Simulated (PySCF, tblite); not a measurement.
**C8H14BCl: geometry, infrared bands and NMR shifts**

Wanted: the infrared bands and NMR shifts of C8H14BCl (`C=C[C@H](Cl)CBC1CCC1`), by calculation.

Computed with tblite 0.8.0 and PySCF 2.14.0, with density-fitted response routines of our own, on a single molecule in the gas phase. Atoms count from 0, in the outputs and in this text.

### Step 1. Starting geometry

24 atoms, charge 0, multiplicity 1; geometry from: force field or distance geometry start.

Bonds of the start (Å): C0–C1 1.34, C1–C2 1.52, C2–Cl3 1.77, C2–C4 1.54, C4–B5 1.60, B5–C6 1.60, C6–C7 1.53, C7–C8 1.52, C8–C9 1.52, C9–C6 1.53, C0–H10 1.09, C0–H11 1.08, C1–H12 1.07, C2–H13 1.11, C4–H14 1.10, C4–H15 1.11, B5–H16 1.19, C6–H17 1.11, C7–H18 1.11, C7–H19 1.11, C8–H20 1.12, C8–H21 1.11, C9–H22 1.10, C9–H23 1.11.

### Step 2. Optimising the geometry with GFN2-xTB

The job: settings as JSON, then the geometry in Å.

```
{"job": {"kind": "relax", "xc": "GFN2-xTB", "basis": "xTB"}, "charge": 0, "multiplicity": 1}
C      3.448800     1.182700     0.375700
C      2.449500     0.351500     0.035700
C      2.287400    -0.979600     0.755700
Cl     3.631600    -2.050000     0.311400
C      0.952500    -1.657900     0.380700
B     -0.317900    -0.848800     0.918200
C     -1.354100    -0.167700    -0.096800
C     -1.536200     1.333100     0.132400
C     -2.999500     1.088400     0.484600
C     -2.822700    -0.406700     0.277100
H      3.537300     2.134400    -0.138800
H      4.145800     0.929200     1.160400
H      1.752100     0.645800    -0.723600
H      2.311500    -0.817200     1.850700
H      0.915600    -2.663600     0.822400
H      0.882500    -1.764900    -0.718400
H     -0.430000    -0.671500     2.087600
H     -1.147000    -0.415600    -1.159100
H     -1.427400     1.914100    -0.806100
H     -0.960300     1.752400     0.987800
H     -3.705900     1.550500    -0.250200
H     -3.233800     1.350700     1.542500
H     -3.406300    -0.778000    -0.574500
H     -2.985300    -0.991400     1.209300
```

On the command line:

```sh
$ OMP_NUM_THREADS=1 python probes_run.py task.json out
```

This one command runs all jobs of the session in turn.

**Question.** This job is followed by: GFN2-xTB harmonic vibrations, gas phase; GIAO PBE0/pcSseg-1 NMR shielding, non-relativistic, gas phase. What will the session give for the following? strongest single infrared mode (GFN2-xTB); zero-point energy (GFN2-xTB); ¹³C shifts against TMS (PBE0/pcSseg-1); ¹H shifts against TMS (PBE0/pcSseg-1); ³⁵Cl shifts against HCl (PBE0/pcSseg-1); ¹¹B shifts against BF3·OEt2 (PBE0/pcSseg-1).

As calculated:

```
                                   quantity                                                                                   value
  strongest single infrared mode (GFN2-xTB)                                                                   2631 cm⁻¹, 101 km/mol
               zero-point energy (GFN2-xTB)                                                                          124.9 kcal/mol
     ¹³C shifts against TMS (PBE0/pcSseg-1)                                    151.2, 121.8, 69.8, 45.0, 31.9, 26.8, 19.1, 18.5 ppm
      ¹H shifts against TMS (PBE0/pcSseg-1)  7.29, 5.86, 5.52, 5.30, 4.73, 2.80, 2.31, 2.29, 2.24, 2.13, 2.01, 1.99, 1.73, 1.71 ppm
    ³⁵Cl shifts against HCl (PBE0/pcSseg-1)                                                                                 242 ppm
¹¹B shifts against BF3·OEt2 (PBE0/pcSseg-1)                                                                                83.3 ppm
```

Over 190 steps the energy fell by 0.407 eV; of the close pairs, C2–Cl3 changed most, 1.775 to 1.816 Å. The lowest mode is slightly imaginary (15i cm⁻¹), a soft motion within the noise of the Hessian, so the minimum is not strictly shown. The strongest single mode, at 2631 cm⁻¹, moves mainly H16. Unscaled tight-binding wavenumbers are off by several per cent, some by more. Its intensities can rank the bands wrongly. The most deshielded carbon is C1 (alkene CH), at 151.2 ppm: as expected for a trigonal carbon in a double bond. At PBE0/pcSseg-1: The widest tensor belongs to Cl3: span 586 ppm, with a paramagnetic part of -438 ppm.
